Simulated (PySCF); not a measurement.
# PtCl₃: structure of the quartet

Aim: relax PtCl₃ as a quartet from a PBE0 minimum start, check by its vibrations whether the end is a minimum, and collect its spectrum and constants.

Program: PySCF 2.14.0. Level of theory: PBE0, basis Pt def2-SVP with ECP60, Cl def2-SVP, scalar-relativistic core potentials, no spin–orbit coupling, density fitting. These are calculated values, not measurements.

### Step 1. The starting structure

4 atoms, charge 0, spin multiplicity 4.

Bond lengths: Pt1–Cl2 2.305 Å, Pt1–Cl3 2.236 Å, Pt1–Cl4 2.236 Å. Angles: Cl2–Pt1–Cl3 111.2°, Cl2–Pt1–Cl4 111.2°, Cl3–Pt1–Cl4 137.5°.

Z-matrix (Å, degrees; charge 0 multiplicity 4):
```
Pt
Cl 1 2.3050
Cl 1 2.2360 2 111.24
Cl 1 2.2360 2 111.24 3 180.00
```

### Step 2. First SCF at the start

The steps below are one call of a driver around PySCF. For each, scf.py gives the equivalent set-up of the SCF; relaxations use the driver's own optimiser. After this first run the driver tries any further starts and a stability analysis.

Contents of scf.py:

```python
from pyscf import gto, scf, dft
mol = gto.M(atom='''
Pt     0.000000     0.000000    -0.080264
Cl     0.000000    -0.000000     2.224784
Cl     2.084098    -0.000000    -0.890424
Cl    -2.084098     0.000000    -0.890424''',
    basis={'Pt': 'def2-SVP', 'Cl': 'def2-SVP'},
    ecp={'Pt': 'def2-SVP'},
    charge=0, spin=3)
mf = dft.UKS(mol, xc='PBE0')
mf.grids.atom_grid = (50, 194)
aux = {'Pt': 'def2-universal-JKFIT', 'Cl': 'def2-universal-JKFIT'}
mf = mf.density_fit(auxbasis=aux)
mf.conv_tol = 1e-08
mf.diis_space = 10
mf.max_cycle = 60
mf.init_guess = 'minao'
mf.verbose = 4
mf.kernel()
```

Run with:

```sh
$ OMP_NUM_THREADS=2 python axn.py task.json out
```

Output:

```text
init E= -1487.57334239795
[... the frontier-level lines of each cycle are left out ...]
cycle= 1 E= -1498.19140108442  delta_E= -10.6  |g|= 1.12  |ddm|= 5.71
cycle= 2 E= -1488.21388098393  delta_E= 9.98  |g|= 3.68  |ddm|= 7.34
cycle= 3 E= -1498.91374004331  delta_E= -10.7  |g|= 0.435  |ddm|= 6.97
cycle= 4 E= -1498.71571273856  delta_E= 0.198  |g|= 0.651  |ddm|= 1.71
cycle= 5 E= -1499.0198047669  delta_E= -0.304  |g|= 0.239  |ddm|= 1.46
cycle= 6 E= -1499.04612676224  delta_E= -0.0263  |g|= 0.113  |ddm|= 0.177
cycle= 7 E= -1499.05426414223  delta_E= -0.00814  |g|= 0.0319  |ddm|= 0.15
cycle= 8 E= -1499.0548864718  delta_E= -0.000622  |g|= 0.00451  |ddm|= 0.0416
cycle= 9 E= -1499.05491414084  delta_E= -2.77e-05  |g|= 0.00245  |ddm|= 0.0135
cycle= 10 E= -1499.05491983006  delta_E= -5.69e-06  |g|= 0.00126  |ddm|= 0.00634
cycle= 11 E= -1499.05492138692  delta_E= -1.56e-06  |g|= 0.000467  |ddm|= 0.00324
cycle= 12 E= -1499.05492161993  delta_E= -2.33e-07  |g|= 0.000167  |ddm|= 0.00126
cycle= 13 E= -1499.0549216637  delta_E= -4.38e-08  |g|= 4.87e-05  |ddm|= 0.000654
cycle= 14 E= -1499.05492166956  delta_E= -5.86e-09  |g|= 1.22e-05  |ddm|= 0.000307
Extra cycle  E= -1499.05492166932  delta_E= 2.43e-10  |g|= 2.83e-05  |ddm|= 4.75e-05
converged SCF energy = -1499.05492166932  <S^2> = 3.7583112  2S+1 = 4.0041535
```

This step, with its further starts and checks, ran for 26 s (2 threads of Arm Neoverse N1, shared host).

The starts that the driver tried:

```tsv
start	energy (Eh)
the minimal-basis guess	-1499.054922
a thermally smeared density	-1499.054922
a smeared PBE density	-1499.054922
```

No lower solution of this spin turned up from the other starts or in the test of internal stability.

### Step 3. Relaxation: PBE0 minimum start, quartet

The program finds C2v symmetry in the start, which this walk keeps.

scf.py, as its differences from that of step 2:

```diff
@@ -3,4 +3,4 @@
-Pt     0.000000     0.000000    -0.080264
-Cl     0.000000    -0.000000     2.224784
-Cl     2.084098    -0.000000    -0.890424
-Cl    -2.084098     0.000000    -0.890424''',
+Pt     0.000000     0.000000    -0.079848
+Cl     0.000000     0.000000     2.225200
+Cl     2.084098     0.000000    -0.890008
+Cl    -2.084098     0.000000    -0.890008''',
@@ -17 +16,0 @@
-mf.init_guess = 'minao'
```

Steps of the walk:

```tsv
step	energy (Eh)	change (kJ/mol)	largest symmetric gradient (Eh/bohr)
0	-1499.054922	0.00	0.00050
1	-1499.054922	0.00	0.00016
```

The walk took 7.8 s.

It settles in C2v symmetry, 0.0 kJ/mol below the start, after 1 steps: Pt–Cl 2.237 Å (×2), Pt–Cl 2.305 Å; Cl–Pt–Cl 111.2° (×2), Cl–Pt–Cl 137.5°.

### Step 4. Hessian and properties

On the finer grid the gradient is checked again; gradients at displacements of ±0.02 bohr then give force constants and infrared intensities.

scf.py, as its differences from that of step 3:

```diff
@@ -3,4 +3,4 @@
-Pt     0.000000     0.000000    -0.079848
-Cl     0.000000     0.000000     2.225200
-Cl     2.084098     0.000000    -0.890008
-Cl    -2.084098     0.000000    -0.890008''',
+Pt     0.000000     0.000000    -0.080202
+Cl     0.000000     0.000000     2.224902
+Cl     2.084240     0.000000    -0.889988
+Cl    -2.084240     0.000000    -0.889988''',
@@ -11 +11 @@
-mf.grids.atom_grid = (50, 194)
+mf.grids.atom_grid = (75, 302)
@@ -14 +14 @@
-mf.conv_tol = 1e-08
+mf.conv_tol = 1e-10
```

The driver hands on the density of the step before, so the log starts near convergence.

SCF at the final geometry:

```text
init E= -1499.05484336175
[... the frontier-level lines of each cycle are left out ...]
cycle= 1 E= -1499.05484335934  delta_E= 2.41e-09  |g|= 7.19e-05  |ddm|= 9.95e-05
cycle= 2 E= -1499.05484333983  delta_E= 1.95e-08  |g|= 0.000205  |ddm|= 0.000282
cycle= 3 E= -1499.05484336208  delta_E= -2.22e-08  |g|= 3.83e-06  |ddm|= 0.000209
cycle= 4 E= -1499.0548433621  delta_E= -1.23e-11  |g|= 2.33e-07  |ddm|= 5.85e-06
Extra cycle  E= -1499.0548433621  delta_E= -3.18e-12  |g|= 4.03e-07  |ddm|= 9.96e-07
converged SCF energy = -1499.0548433621  <S^2> = 3.7583099  2S+1 = 4.0041528
```

The whole step took 1.9 min.

Geometry: C2v; Pt–Cl 2.236 Å (×2), Pt–Cl 2.305 Å; Cl–Pt–Cl 111.2° (×2), Cl–Pt–Cl 137.5°.

Modes, for the most abundant isotopes:

```tsv
symmetry	ω (cm⁻¹)	IR (km/mol)	μ (u)	type
b2	60	5.2	39.20	bend
a1	68	0.3	41.42	bend
b1	73	1.2	48.75	bend
a1	333	24.3	40.18	stretch
a1	368	3.2	35.03	stretch
b2	373	89.7	42.50	stretch
```

No imaginary mode, so this is a minimum.

Properties at this point:

```yaml
Dipole_moment: 1.09 D
Highest_occupied_level: -7.97 eV
Lowest_empty_level: -6.14 eV
Rotational_constants: 0.07337, 0.05549, 0.03159 cm⁻¹
Zero-point_energy: 7.6 kJ/mol
Principal_polarisabilities: 36.8, 86.6, 123.5 bohr³
Atomisation_energy_without_zero-point_energy: 759 kJ/mol
Principal_traceless_quadrupole_moments_about_the_centre_of_mass: -2.21, 0.75, 1.46 D Å
Entropy_at_298.15_K_and_1_bar_electronic_part_spin_only: 374.3 J/(mol K)
Heat_capacity_Cp_at_298.15_K: 77.5 J/(mol K)
Enthalpy_at_298.15_K_above_0_K: 19.00 kJ/mol
Rotational_symmetry_number: 2
Spin_squared_⟨S²⟩: 3.758
```

Populations by atom (charges in e):

```csv
atom,Mulliken,Löwdin,polar tensor,spin (Mulliken),Mayer order to Pt1
Pt1,0.50,-0.47,1.22,1.46,–
Cl2,-0.20,0.10,-0.36,0.51,0.96
"Cl3,4",-0.15,0.18,-0.43,0.51,1.10
```

Outer orbital energies (eV). α occupied: -10.80, -10.56, -10.12, -9.97, -9.48, -8.83, -8.54, -7.97; empty: -1.01, 0.38, 1.78, 2.13. β occupied: -11.04, -11.00, -10.33, -10.06, -9.74, -9.48, -9.01, -8.31; empty: -6.14, -5.51, -4.84, -0.34.

Mulliken populations on Pt1 (outside its core potential): s 2.73, p 6.35, d 8.40, f 0.02.

### Step 5. What came out

| quantity | value |
| --- | --- |
| minimum | quartet, C2v |
| geometry | Pt–Cl 2.236 Å (×2), Pt–Cl 2.305 Å; Cl–Pt–Cl 111.2° (×2), Cl–Pt–Cl 137.5° |
| wavenumbers (cm⁻¹) | 60 (b2), 68 (a1), 73 (b1), 333 (a1), 368 (a1), 373 (b2) |
| dipole moment | 1.09 D |
| highest occupied, lowest empty level (either spin) | -7.97, -6.14 eV |
| polar-tensor charge of Pt1 | +1.22 e |
| zero-point energy | 7.6 kJ/mol |
| entropy at 298.15 K | 374.3 J/(mol K) |
| atomisation energy (no zero-point energy) | 759 kJ/mol |
| ⟨S²⟩ | 3.758 |

What this shows: The molecule stays C2v, as typed, and the end point is a minimum. The strongest infrared band lies at 373 cm⁻¹ (b2, stretch). Only this shape and spin were tried, so other structures or states may lie lower. Open d and f shells are described by one determinant, and the ground state may have another occupation or spin. With an element this heavy the missing spin–orbit coupling can shift these numbers.

The search up to here took 2.4 min.
